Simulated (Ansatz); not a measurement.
# Ag (fcc type): the cost of one run

Program: Ansatz 0.2.0. Level of theory: DFT PBE, with the methods named in each step. These are calculated values, not measurements.

1 further run of the same task is left out (it didn't finish).

## 1. The structure to begin with

It takes space group Fm-3m (No. 225, cubic). The conventional cell has a = 4.148 Å, b = 4.148 Å, c = 4.148 Å, α = 90.00°, β = 90.00°, γ = 90.00°. Ag (site symmetry m-3m) is surrounded by 12 Ag at 2.93 Å.

Structure file:

```
Ag
1.0
    -2.07422    2.07422    0.00000
     0.00000    0.00000    4.14844
     2.07422    2.07422    0.00000
Ag
2
Direct
  0.00000 0.00000 0.00000
  0.50000 0.50000 0.50000
```

Atoms are numbered in the order of the input: Ag1, Ag2.

## 2. Bulk in the slab's orientation, LAPW

File input.yaml:

```yaml
crystal:
  lattice:
    - [-2.0742206004, 2.0742206004, 0.0]
    - [0.0, 0.0, 4.1484412008]
    - [2.0742206004, 2.0742206004, 0.0]
  atoms:
    - { symbol: Ag, position: [0.0, 0.0, 0.0] }
    - { symbol: Ag, position: [0.5, 0.5, 0.5] }
kpoints:
  mp_grid: { grid: [14, 10, 14] }
scf:
  occupations: { method: fermi_dirac, width: 0.08 }
hamiltonian:
  xc: pbe
  pseudopotentials: { kind: all_electron, lapw: { basis_error: 0.001 } }
output:
  forces: true
  stress: true
  eigenvalues: true
```

Command:

```console
$ ansatz run input.yaml --threads 2 --pin off --max-ram 4096MiB --backend cpu --events-out ev --progress --plain --runs-dir out
```

**Question.** How long does this run take on 2 threads of Intel Xeon 6975P-C (Granite Rapids), shared host, and how much memory does it need?

About 12 s, with a peak of 0.65 GiB.
